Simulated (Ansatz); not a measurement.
# Mg2Cl: the cost of one run

Program: Ansatz 0.2.0. Level of theory: DFT PBE, scalar-relativistic, plane waves, PAW. These are calculated values, not measurements.

## (1) The structure to begin with

The structure is tetragonal, space group I4/mmm (No. 139). The conventional cell has a = 3.420 Å, b = 3.420 Å, c = 12.183 Å, α = 90.00°, β = 90.00°, γ = 90.00°. Mg (site symmetry 4mm) has 4 Cl at 2.92 Å and 5 Mg at 3.29 to 3.42 Å as nearest neighbours. Around Cl (site symmetry 4/mmm) lie 8 Mg at 2.92 Å.

As a file:

```xyz
3
Lattice="-1.7101 1.7101 6.0914 1.7101 -1.7101 6.0914 1.7101 1.7101 -6.0914" Properties=species:S:1:pos:R:3 pbc="T T T"
Mg    0.0000    0.0000    4.4467
Mg    0.0000    0.0000    7.7361
Cl    0.0000    0.0000    0.0000
```

This is candidate A: anti-LaI2 type (I4/mmm, No. 139).

(A quick probe on a coarse mesh, which set the mesh and smearing, is not shown.)

## (3) Coarse relaxation (candidate A)

File input.yaml:

```yaml
crystal:
  lattice:
    - [-1.7101305675, 1.7101305675, 6.0914135717]
    - [1.7101305675, -1.7101305675, 6.0914135717]
    - [1.7101305675, 1.7101305675, -6.0914135717]
  atoms:
    - { symbol: Mg, position: [0.365, 0.365, 0.0] }
    - { symbol: Mg, position: [0.635, 0.635, 0.0] }
    - { symbol: Cl, position: [0.0, 0.0, 0.0] }
basis:
  ecutwfc: 420
kpoints:
  mp_grid: { grid: [8, 8, 8] }
hamiltonian:
  xc: pbe
scf:
  occupations: { method: gaussian, width: 0.1 }
  lower_state_search: "off"
output:
  forces: true
  stress: true
  eigenvalues: true
relax:
  adjacent_minimum: "off"
  f_tol: 0.04
  max_steps: 70
  cell: { stress_tol: 0.4 }
```

Command:

```bash
$ ansatz run input.yaml --threads 1 --pin off --max-ram 2560MiB --backend cpu --events-out ev --progress --plain --runs-dir out
```

**Question.** How long does this run take on 1 thread of Arm Neoverse V1, shared host, and how much memory does it need?

About 23 s, with a peak of 0.35 GiB.
